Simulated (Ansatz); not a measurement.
**CH₅BrOSi: one species, many methods**

How much do the methods differ for CH₅BrOSi? The plan is to run it at one geometry with functionals of several rungs and with coupled cluster. The yardstick is the atomisation energy at the CCSD(T) limit.

Computed with Ansatz 0.2.0, Gaussian basis. Level: functionals in def2-TZVPP, the program's frozen cores in correlated methods.

Plan: PBE-D4, r2SCAN-D4, PBE0-D4, B3LYP-D4, ωB97X-V, ωB97M-V, B2PLYP; CCSD(T)/def2-TZVPP; MP2/def2-QZVPP; extrapolation to the limit.

**1. The geometry**

The geometry comes from an earlier relaxation with PBE0-D4 in a triple-zeta def2 set; it is a stationary point, not always the lowest conformer.

SMILES `O[SiH2]CBr`, 9 atoms, charge 0, spin multiplicity 1.

Atoms are counted from 1 here; the program's logs count them from 0.

Bond lengths: O1–Si2 1.649 Å, O1–H5 0.957 Å, Si2–C3 1.877 Å, Si2–H6 1.479 Å, Si2–H7 1.486 Å, C3–Br4 1.948 Å, C3–H8 1.089 Å, C3–H9 1.089 Å. Angles: Si2–O1–H5 118.3°, O1–Si2–C3 111.4°, O1–Si2–H6 106.7°, O1–Si2–H7 111.0°, C3–Si2–H6 108.5°, C3–Si2–H7 107.7°, H6–Si2–H7 111.5°, Si2–C3–Br4 106.1°, Si2–C3–H8 113.4°, Si2–C3–H9 114.0°, Br4–C3–H8 106.9°, Br4–C3–H9 106.7°, H8–C3–H9 109.2°.

**2. PBE-D4 (GGA)**

Contents of in.yaml:

```yaml
crystal:
  periodic: [false, false, false]
  atoms:
    - {symbol: O, position_ang: [-0.543458, 1.828451, -0.358088]}
    - {symbol: Si, position_ang: [0.242472, 0.595076, 0.402684]}
    - {symbol: C, position_ang: [-0.293208, -1.074819, -0.265375]}
    - {symbol: Br, position_ang: [0.670716, -2.408938, 0.776816]}
    - {symbol: H, position_ang: [-0.185784, 2.152962, -1.184726]}
    - {symbol: H, position_ang: [-0.131811, 0.669921, 1.831166]}
    - {symbol: H, position_ang: [1.713040, 0.705613, 0.219264]}
    - {symbol: H, position_ang: [-1.355276, -1.274151, -0.130071]}
    - {symbol: H, position_ang: [-0.028092, -1.240515, -1.308870]}
basis:
  gaussian: {orbitals: def2-TZVPP}
hamiltonian: {xc: pbe, dispersion: d4}
output: {forces: true, orbitals: {seedname: orbitals}}
```

Started as:

```
ansatz run in.yaml --threads 4 --pin off --events-out ev --progress --plain --max-ram 10444MiB
```

The runs that follow: r2SCAN-D4 (meta-GGA); PBE0-D4 (hybrid); B3LYP-D4 (hybrid); ωB97X-V (range-separated); ωB97M-V (range-separated); B2PLYP (double hybrid); CCSD(T) in def2-TZVPP; MP2 in def2-QZVPP.

**Question.** What will the summary of the whole plan be? Wanted: atomisation energy, CCSD(T)/CBS; farthest; mean size of error, hybrid; mean size of error, range-separated; gap, smallest and largest; T1 diagnostic; triples share of the correlation energy.

**Answer**, as computed:

```
                               quantity                                 value
        atomisation energy, CCSD(T)/CBS                         3083.0 kJ/mol
 functionals within 30.8 kJ/mol (1.0 %)   PBE-D4, r2SCAN-D4, ωB97X-V, ωB97M-V
                               farthest                 B2PLYP (-57.9 kJ/mol)
             mean size of error, hybrid                           35.2 kJ/mol
    mean size of error, range-separated                           13.4 kJ/mol
              gap, smallest and largest  5.10 eV (PBE-D4), 11.83 eV (ωB97X-V)
                          T1 diagnostic                                0.0092
triples share of the correlation energy                                 3.5 %
```

PBE-D4 misses by +7.2 kJ/mol. Double hybrids carry the basis error of their MP2 part in triple zeta, and no dispersion term here, so their miss is partly the set-up's. Misses under about 30.8 kJ/mol are within the doubt on the reference itself, which lacks core-valence correlation, relativity and higher excitations, and its outer-core shells are covered unevenly. All levels share the lack of spin-orbit coupling, which lowers the free heavy atoms and so the true binding. Hartree-Fock recovers 72 % of the binding; the rest is correlation. Orbital gaps span 5.1 to 11.8 eV; exact exchange widens them. Correlated methods include outer-core shells of Br, which these sets cover unevenly.
